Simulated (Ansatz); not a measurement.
NiMoIrPdW:

```
Ni Mo Pd Ir W
1.0
     2.76616    0.00000    0.00000
    -1.38308    2.39557    0.00000
     0.00000    0.00000   11.02292
Ni Mo Pd Ir W
1 1 1 1 1
Direct
  0.33333 0.66667 0.59712
  0.00000 0.00000 0.41074
  0.66667 0.33333 0.79520
  0.66667 0.33333 0.19960
  0.33333 0.66667 0.99734
```

The cell was built by a generator and needn't be a form met in nature.

Base run:

| Property | Result |
| --- | --- |
| Program | Ansatz 0.2.0 |
| Functional | PBE |
| Potentials or basis | JTH PAW |
| Cutoff | 2400 eV (not typed: the program's choice for these potentials) |
| k mesh | 11 × 11 × 3 |
| Occupations | fermi-dirac, width 0.05 eV |
| Spin | collinear spin, ferromagnetic start |
| Starting moments | [1.0, 1.0, 0.0, 0.6, 0.0] μB |

Its results: band gap on the k mesh none (metal or under the smearing width); pressure 0.4 GPa; net moment 0.00 μB per cell; largest force 0.158 eV/Å.

Question: The run is repeated on the same cell with these changes: functional from PBE to r2SCAN; potentials or basis from JTH PAW to Ansatz PAW; cutoff from 2400 eV (not typed: the program's choice for these potentials) to 500 eV (not typed: the program's choice for these potentials); valence electrons from 79 to 81. What comes out?

Answer: Band gap on the k mesh none (metal or under the smearing width); pressure -5.0 GPa; net moment 0.54 μB per cell; site moments Ni +0.44; Mo +0.06; Pd +0.04; Ir -0.02; W +0.02 μB; largest force 0.208 eV/Å.

Caveats: the starting moments weren't kept (some runs); the magnetic or orbital state may not be the lowest (some runs); spin-orbit coupling is left out, which moves the levels of the heavy elements (some runs); the PAW data sets come from PBE, with cores solved anew for the run's functional, which leaves a small shift of forces and pressure (some runs).
